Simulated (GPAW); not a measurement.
# HfB (Fm-3m) in GPAW: a series of runs

Aim: see how the results for HfB move with the level of theory and the settings. Levels: LDA, PBEsol. Tasks: equation of state, band structure.

Program: GPAW 26.7.0. These are calculated values, not measurements. Logs are shortened: lines on timing, memory, paths and dates and some standing lists are left out, and cuts for length are marked. The log counts tension as positive stress, the text compression.

## 1. The crystal as given

The structure is cubic, space group Fm-3m (No. 225). Conventional cell: a = 4.620 Å, b = 4.620 Å, c = 4.620 Å, α = 90.00°, β = 90.00°, γ = 90.00°. Hf (site symmetry m-3m) has 6 B at 2.31 Å as nearest neighbours. Around B (site symmetry m-3m) lie 6 Hf at 2.31 Å.

## 2. Equation of state, LDA

The input, run.py:

```python
from ase import Atoms
from ase.eos import EquationOfState
from ase.io import Trajectory
from ase.units import GPa
from gpaw import GPAW, PW

atoms = Atoms(['Hf', 'B'],
              cell=[[0.0, 2.31, 2.31],
                    [2.31, 0.0, 2.31],
                    [2.31, 2.31, 0.0]],
              scaled_positions=[[0.5, 0.5, 0.5],
                                [0.0, 0.0, 0.0]],
              pbc=True)

traj = Trajectory('eos.traj', 'w')
volumes, energies = [], []
for x in [0.94, 0.96, 0.98, 1.0, 1.02, 1.04, 1.06]:
    a = atoms.copy()
    a.set_cell(atoms.cell * x**(1 / 3), scale_atoms=True)
    calc = GPAW(mode=PW(800),
                xc='LDA',
                kpts={'size': (10, 10, 10), 'gamma': True},
                occupations={'name': 'fermi-dirac', 'width': 0.05},
                nbands=17,
                convergence={'density': 1e-05, 'energy': 1e-05},
                maxiter=150,
                txt=f'eos-{x:.2f}.txt')
    a.calc = calc
    energies.append(a.get_potential_energy(force_consistent=True))
    volumes.append(a.get_volume())
    p = -a.get_stress()[:3].mean() / GPa
    calc.write(f'eos-{x:.2f}.gpw')
    traj.write(a)
    print(f'{x:.2f} {volumes[-1]:10.4f} A^3 {energies[-1]:14.6f} eV {p:9.3f} GPa', flush=True)

v0, e0, B = EquationOfState(volumes, energies, eos='birchmurnaghan').fit()
print(f'V0 = {v0:.4f} A^3, E0 = {e0:.6f} eV, B0 = {B / GPa:.2f} GPa')
```

Potentials or basis: the program's PAW data sets (release 1.2.1) made for this functional, pw.

Run with:

```
OMP_NUM_THREADS=1 python run.py
```

The program printed:

```text
__  _  _
 | _ |_)|_||  |
 |__||  | ||/\| - 26.7.0

Input parameters:
  mode=PW(ecut=800.0),
  convergence={'density': 1e-05, 'energy': 1e-05},
  kpts=MonkhorstPack(size=(10, 10, 10), gamma=True),
  maxiter=150,
  nbands=17,
  occupations=Occupations(name='fermi-dirac', width=0.05),
  xc=XC(name='LDA')

Diagonalizing LCAO Hamiltonian
Converting LCAO to pw mode

              Hf

       B

Atoms  # Å, Bohr magnetons
|   | symbol |        x |        y |        z |    initial magnetic moments |
|---|--------|----------|----------|----------|-----------------------------|
| 0 |     Hf | 2.262844 | 2.262844 | 2.262844 | ( 0.0000,  0.0000,  0.0000) |
| 1 |      B | 0.000000 | 0.000000 | 0.000000 | ( 0.0000,  0.0000,  0.0000) |

Unit cell  # Å
| periodic |        x |        y |        z |  lengths |    angles |
|----------|----------|----------|----------|----------|-----------|
|      yes | 0.000000 | 2.262844 | 2.262844 | 3.200145 | 60.000000 |
|      yes | 2.262844 | 0.000000 | 2.262844 | 3.200145 | 60.000000 |
|      yes | 2.262844 | 2.262844 | 0.000000 | 3.200145 | 60.000000 |

Number of symmetries: 48
Symmetry operations  # r_c * U_cc + t_c -> r_c
|    | kind |            matrix            |
|----|------|------------------------------|
|  0 |  σ   |  1, 0, 0,  1, 0,-1,  1,-1, 0 |
|  1 |  C2  |  1, 0, 0,  1,-1, 0,  1, 0,-1 |
|  2 |  E   |  1, 0, 0,  0, 1, 0,  0, 0, 1 |
|  3 |  σ   |  1, 0, 0,  0, 0, 1,  0, 1, 0 |
|  4 |  C4  |  1, 0,-1,  1, 0, 0,  1,-1, 0 |
|  5 |  S6  |  1, 0,-1,  1,-1, 0,  1, 0, 0 |
|  6 |  σ   |  1, 0,-1,  0, 1,-1,  0, 0,-1 |
|  7 |  C3  |  1, 0,-1,  0, 0,-1,  0, 1,-1 |
|  8 |  S6  |  1,-1, 0,  1, 0, 0,  1, 0,-1 |
|  9 |  C4  |  1,-1, 0,  1, 0,-1,  1, 0, 0 |
| 10 |  C3  |  1,-1, 0,  0,-1, 1,  0,-1, 0 |
| 11 |  σ   |  1,-1, 0,  0,-1, 0,  0,-1, 1 |
| 12 |  σ   |  0, 1, 0,  1, 0, 0,  0, 0, 1 |
| 13 |  C4  |  0, 1, 0,  0, 1,-1, -1, 1, 0 |
| 14 |  C3  |  0, 1, 0,  0, 0, 1,  1, 0, 0 |
| 15 |  S6  |  0, 1, 0, -1, 1, 0,  0, 1,-1 |
| 16 |  C2  |  0, 1,-1,  1, 0,-1,  0, 0,-1 |
| 17 |  σ   |  0, 1,-1,  0, 1, 0, -1, 1, 0 |
| 18 |  S4  |  0, 1,-1,  0, 0,-1,  1, 0,-1 |
| 19 |  C4  |  0, 1,-1, -1, 1, 0,  0, 1, 0 |
| 20 |  C3  |  0, 0, 1,  1, 0, 0,  0, 1, 0 |
| 21 |  σ   |  0, 0, 1,  0, 1, 0,  1, 0, 0 |
| 22 |  S6  |  0, 0, 1,  0,-1, 1, -1, 0, 1 |
| 23 |  C4  |  0, 0, 1, -1, 0, 1,  0,-1, 1 |
| 24 |  S4  |  0, 0,-1,  1, 0,-1,  0, 1,-1 |
| 25 |  C3  |  0, 0,-1,  0, 1,-1,  1, 0,-1 |
| 26 |  C2  |  0, 0,-1,  0,-1, 0, -1, 0, 0 |
| 27 |  S6  |  0, 0,-1, -1, 0, 0,  0,-1, 0 |
| 28 |  S4  |  0,-1, 1,  1,-1, 0,  0,-1, 0 |
| 29 |  C4  |  0,-1, 1,  0, 0, 1, -1, 0, 1 |
| 30 |  C2  |  0,-1, 1,  0,-1, 0,  1,-1, 0 |
| 31 |  σ   |  0,-1, 1, -1, 0, 1,  0, 0, 1 |
| 32 |  C3  |  0,-1, 0,  1,-1, 0,  0,-1, 1 |
| 33 |  S6  |  0,-1, 0,  0, 0,-1, -1, 0, 0 |
| 34 |  S4  |  0,-1, 0,  0,-1, 1,  1,-1, 0 |
| 35 |  C2  |  0,-1, 0, -1, 0, 0,  0, 0,-1 |
| 36 |  C2  | -1, 1, 0,  0, 1, 0,  0, 1,-1 |
| 37 |  S6  | -1, 1, 0,  0, 1,-1,  0, 1, 0 |
| 38 |  S4  | -1, 1, 0, -1, 0, 1, -1, 0, 0 |
| 39 |  C3  | -1, 1, 0, -1, 0, 0, -1, 0, 1 |
| 40 |  S6  | -1, 0, 1,  0, 0, 1,  0,-1, 1 |
| 41 |  C2  | -1, 0, 1,  0,-1, 1,  0, 0, 1 |
| 42 |  C3  | -1, 0, 1, -1, 1, 0, -1, 0, 0 |
| 43 |  S4  | -1, 0, 1, -1, 0, 0, -1, 1, 0 |
| 44 |  C2  | -1, 0, 0,  0, 0,-1,  0,-1, 0 |
| 45 |  i   | -1, 0, 0,  0,-1, 0,  0, 0,-1 |
| 46 |  σ   | -1, 0, 0, -1, 1, 0, -1, 0, 1 |
| 47 |  C2  | -1, 0, 0, -1, 0, 1, -1, 1, 0 |

BZ-sampling:
  Number of BZ points: 1000
  Number of IBZ points: 47

  Monkhorst-Pack size: [10, 10, 10]
  Monkhorst-Pack shift: [0.05, 0.05, 0.05]

K-points  # in reciprocal-cell coordinates
|     |                                coordinates |     weight |
|-----|--------------------------------------------|------------|
|   0 | (  0.00000000,   0.00000000,   0.00000000) | 0.00100000 |
|   1 | (  0.10000000,   0.10000000,   0.00000000) | 0.00600000 |
|   2 | (  0.10000000,   0.10000000,   0.10000000) | 0.00800000 |
|   3 | (  0.20000000,   0.10000000,   0.10000000) | 0.01200000 |
|   4 | (  0.20000000,   0.20000000,   0.00000000) | 0.00600000 |
|   5 | (  0.20000000,   0.20000000,   0.10000000) | 0.02400000 |
|   6 | (  0.20000000,   0.20000000,   0.20000000) | 0.00800000 |
|   7 | (  0.30000000,   0.20000000,   0.10000000) | 0.02400000 |
|   8 | (  0.30000000,   0.20000000,   0.20000000) | 0.02400000 |
|   9 | (  0.30000000,   0.30000000,   0.00000000) | 0.00600000 |
| ... |                                            |            |
|  46 | (  0.50000000,   0.50000000,   0.50000000) | 0.00400000 |

Plane wave coefficients: 1243
Cutoff: 800.0 eV

Spin-components: 1 (collinear spins)
Bands:           17
Projectors:      11
Spin-degeneracy: 2
Datatype:        complex128

Parallelization:
  kpt:    1
  domain: 1
  band:   1

Density:
  Valence electrons: 15.0
  Components: 1
  Grid points: [21 21 21]
  Charge: 0.0  # |e|

Potential:
  Grid points: [21 21 21]

species:
  Hf:
    name:    Hafnium
    Z:       72.0
    valence: 12
    core:    60
    charge:  0.0  # [|e|]
    compensation charges:
      type: gauss
      rc: 0.41  # [Å]
      lmax: 2
    cutoffs:
      filter: 2.36  # [Å]
      core: 4.02  # [Å]
    projectors
    | kind |    occ | energy [eV] | rcut [Å] |
    |------|--------|-------------|----------|
    |   5s |  2.000 |     -66.988 |    1.397 |
    |   6s |  2.000 |      -5.250 |    1.397 |
    |   5p |  6.000 |     -35.740 |    1.307 |
    |   6p |  0.000 |      -1.470 |    1.307 |
    |   5d |  2.000 |      -2.880 |    1.334 |
    |    d |        |      24.331 |    1.334 |

    Using partial waves for Hf as LCAO basis

  B:
    name:    Boron
    Z:       5.0
    valence: 3
    core:    2
    charge:  0.0  # [|e|]
    compensation charges:
      type: gauss
      rc: 0.20  # [Å]
      lmax: 2
    cutoffs:
      filter: 1.14  # [Å]
      core: 1.42  # [Å]
    projectors
    | kind |    occ | energy [eV] | rcut [Å] |
    |------|--------|-------------|----------|
    |   2s |  2.000 |      -9.383 |    0.635 |
    |   2p |  1.000 |      -3.714 |    0.635 |
    |    s |        |      17.828 |    0.635 |
    |    p |        |      23.498 |    0.635 |
    |    d |        |       0.000 |    0.635 |

    Using partial waves for B as LCAO basis

Reference energy: -410303.942772  # eV

eigensolver:
  PPCG
  Converge bands: occupied
  niter=2

density mixing:
  MSR1-Mixer
  Pratt-step length: 0.05
  Maximum mixing coefficient: 0.75
  Old densities: 10
  SVD Regularization: 0.005
  Good broyden scale: 1.0
  Trust region scale: 1.0
  Backstep threshold: 4.0
  History deletion threshold: 6.0
  Fourier metric: weight=20.0, sigma=0.015

occupation numbers:
  Fermi-Dirac:
    width: 0.0500  # eV

poisson solver:
  ecut: 6400.0  # eV

xc functional:
  name: None

convergence criteria:
[... 6 lines left out ...]
|iter     | |      energy | eigst |  dens |
|---------|-|-------------|-------|-------|
|iter:   1| |  -17.108740 | -0.25 |       |
|iter:   2| |  -16.896426 | -2.62 | -0.97 |
|iter:   3| |  -16.212317 | -1.60 | -1.02 |
|iter:   4| |  -16.225911 | -3.61 | -1.89 |
|iter:   5| |  -16.231307 | -4.21 | -2.17 |
|iter:   6| |  -16.231302 | -6.52 | -3.46 |
|iter:   7| |  -16.231301c| -7.77c| -4.01 |
|iter:   8| |  -16.231301c| -7.80c| -4.68 |
|iter:   9| |  -16.231301c| -8.94c| -6.09c|

Converged in 9 steps
Energy contributions relative to reference atoms: (reference = -410303.942772)

Energy contributions:
  Kinetic:          45.111791
  Coulomb:         -38.739839
  Zero:             -0.504373
  External:          0.000000
  Xc:              -22.094994
  Entropy:          -0.007770
  Spinorbit:         0.000000
  ----------------------------
  Free energy:     -16.235186
  Extrapolated:    -16.231301

dipole moment: (-6.976403, -6.976403, -6.976403)  # |e|*Ang

Fermi level: 10.833
Eigenvalues  # (at kpt = [0.000, 0.000, 0.000])
| band index |      eig [eV] | occ [0-2] |
|------------|---------------|-----------|
|          0 |       -48.441 |     2.000 |
|          1 |       -17.166 |     2.000 |
|          2 |       -17.166 |     2.000 |
|          3 |       -17.166 |     2.000 |
|          4 |         1.231 |     2.000 |
|          5 |        13.025 |     0.000 |
|          6 |        13.025 |     0.000 |
|          7 |        13.025 |     0.000 |
|          8 |        15.030 |     0.000 |
|          9 |        15.030 |     0.000 |
|         10 |        15.030 |     0.000 |
|         11 |        15.256 |     0.000 |
|         12 |        15.256 |     0.000 |
|        ... |               |           |
|         16 |        37.854 |     0.000 |

No gap
No difference between direct/indirect transitions

Stress tensor  # eV/Ang^3
|         x |         y |         z |
|-----------|-----------|-----------|
| -0.237447 | -0.000000 | -0.000000 |
| -0.000000 | -0.237447 | -0.000000 |
| -0.000000 | -0.000000 | -0.237447 |

# Writing to eos-0.94.gpw (mode='')
```

It took 2.3 min on 1 thread of Intel Xeon Platinum 8375C at 2.90GHz (Ice Lake), shared host; peak memory 0.26 GiB.

Results:

* Equilibrium volume: 13.46 Å³/atom (rough: see the caveat)
* Bulk modulus: 190 GPa (rough)

Energy against volume, from the lowest point:
```tsv
volume (Å³/atom)	energy (meV/atom)
11.587	190.73
11.833	137.16
12.080	93.38
12.326	58.52
12.573	31.80
12.819	12.51
13.066	0.00
```

Caveat: the minimum lies outside the volumes run.

(Part 1 of 2 ends here.)
